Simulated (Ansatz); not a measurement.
# Cu: the cost of one run

Method: DFT PBEsol, scalar-relativistic, plane waves, PAW, in Ansatz 0.2.0.

2 further runs of the same task are left out: 2 set aside as unsound or not needed. Runs told in other sessions of the task aren't counted.

## Step 1: The structure to begin with

It takes space group P6_3/mmc (No. 194, hexagonal). The conventional cell has a = 2.521 Å, b = 2.521 Å, c = 4.117 Å, α = 90.00°, β = 90.00°, γ = 120.00°. Cu (site symmetry -6m2) has 12 Cu at 2.52 Å in its first shell of neighbours.

Structure file:

```cif
data_structure
_symmetry_space_group_name_H-M 'P 1'
_symmetry_Int_Tables_number 1
_cell_length_a 2.5206
_cell_length_b 2.5206
_cell_length_c 12.3496
_cell_angle_alpha 90.000
_cell_angle_beta 90.000
_cell_angle_gamma 60.000
_cell_volume 67.95
loop_
_atom_site_label
_atom_site_type_symbol
_atom_site_fract_x
_atom_site_fract_y
_atom_site_fract_z
_atom_site_occupancy
Cu1 Cu 0.66667 0.66667 0.08333 1
Cu2 Cu 0.66667 0.66667 0.41667 1
Cu3 Cu 0.66667 0.66667 0.75000 1
Cu4 Cu 0.33333 0.33333 0.25000 1
Cu5 Cu 0.33333 0.33333 0.58333 1
Cu6 Cu 0.33333 0.33333 0.91667 1
```

It goes back to an entry of the Materials Project, which need not be the stable form.

It is built from the cell relaxed beforehand with the same method (11.32 Å³/atom).

## Step 2: The reference: the undisturbed cell on the scan's mesh

File input.yaml:

```yaml
crystal:
  lattice:
    - [-1.260295513, -2.182895861, 0.0]
    - [1.260295513, -2.182895861, 0.0]
    - [0.0, 0.0, 12.3495698094]
  atoms:
    - { symbol: Cu, position: [0.6666666667, 0.6666666667, 0.0833333333] }
    - { symbol: Cu, position: [0.6666666667, 0.6666666667, 0.4166666667] }
    - { symbol: Cu, position: [0.6666666667, 0.6666666667, 0.75] }
    - { symbol: Cu, position: [0.3333333333, 0.3333333333, 0.25] }
    - { symbol: Cu, position: [0.3333333333, 0.3333333333, 0.5833333333] }
    - { symbol: Cu, position: [0.3333333333, 0.3333333333, 0.9166666667] }
basis:
  ecutwfc: 420
kpoints:
  mp_grid: { grid: [27, 27, 5] }
hamiltonian:
  xc: pbesol
scf:
  occupations: { method: gaussian, width: 0.15 }
output:
  forces: true
  stress: true
  eigenvalues: true
  write_density: true
  write_potential: true
  elf: true
  volumetric_format: npy
```

Started as:

```
$ ansatz run input.yaml --threads 2 --pin off --max-ram 5120MiB --backend cpu --events-out ev --progress --plain --runs-dir out
```

**Question.** How long does this run take on 2 threads of Intel Xeon Platinum 8259CL at 2.50GHz (Skylake/Cascade Lake), shared host, and how much memory does it need?

About 30 s, with a peak of 0.96 GiB.
